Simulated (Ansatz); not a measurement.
This script drives Ansatz 0.2.0, Python API.

The script, `push_tan.py`:
```python
"""Frozen displacement of one atom in TaN."""

import ansatz as az
from ase import Atoms
import numpy as np


def main() -> None:
    atoms = Atoms(
        ["Ta", "N"],
        scaled_positions=[
            [1 / 3, 2 / 3, 0.5],
            [0.0, 0.0, 0.0],
        ],
        cell=[
            [2.938, 0.0, 0.0],
            [-1.469, 2.544383, 0.0],
            [0.0, 0.0, 2.883],
        ],
        pbc=True,
    )
    cell = az.Crystal.from_ase(atoms)

    inverse = np.linalg.inv(np.array(cell.lattice.vectors))
    home = np.array(cell.sites[0].position)
    values = np.linspace(-0.05, 0.05, 5)
    energies, pulls = [], []
    for shift in values:
        moved = cell.move(0, to=home + shift * inverse[0])
        base = (
            moved.calculation()
            .functional("PBEsol")
            .basis(450)
            .kpoints(12, 12, 10)
            .occupations("fermi_dirac", width=0.1)
            .forces()
        )
        data = base.run(threads=1).report
        energies.append(data["free_energy_ev"])
        pulls.append(data["forces_ev_ang"][0][0])

    # the force is minus the slope of the free energy
    print("shift (A)   dE (eV)   force along x (eV/A)")
    for shift, e, f in zip(values, energies, pulls):
        print(f"{shift:8.3f} {e - energies[2]:10.5f} {f:12.4f}")
    print(f"stiffness from energies {2 * np.polyfit(values, energies, 2)[0]:.3f}, from forces {-np.polyfit(values, pulls, 1)[0]:.3f} eV/A^2")


if __name__ == "__main__":
    main()
```

It is started by `python push_tan.py`. How long does it take on 1 thread of Intel(R) Xeon(R) CPU @ 2.80GHz (Skylake/Cascade Lake), on a shared host, and how much memory does it need?

It took about 40 s, with a peak of 0.54 GiB, for 5 runs of the engine.

```console
$ python push_tan.py
shift (A)   dE (eV)   force along x (eV/A)
  -0.050    0.01616       0.6454
  -0.025    0.00404       0.3233
   0.000    0.00000       0.0000
   0.025    0.00404      -0.3233
   0.050    0.01616      -0.6454
stiffness from energies 12.924, from forces 12.913 eV/A^2
```

The curvature of the energy gives 12.924 eV/Å² and the slope of the force 12.913 eV/Å², a positive curvature.

The run is spin-unpolarised. The mesh is modest for a metal, so energies can be off by several to tens of meV an atom and pressures by half a GPa or more; differences at equal mesh fare better. In a metal a curvature from energy changes of a few meV or less hangs on mesh and smearing, in size and even in sign. Spin-orbit coupling, which matters for elements this heavy, is left out. The structure is a deposited one; some such entries were measured under pressure or heat, so a shift against it needn't be the functional's error alone. All periodic images of the atom move with it, so the curvature is one diagonal element of the zone-centre force constants and no normal mode; a positive value doesn't exclude soft modes in which several atoms move.
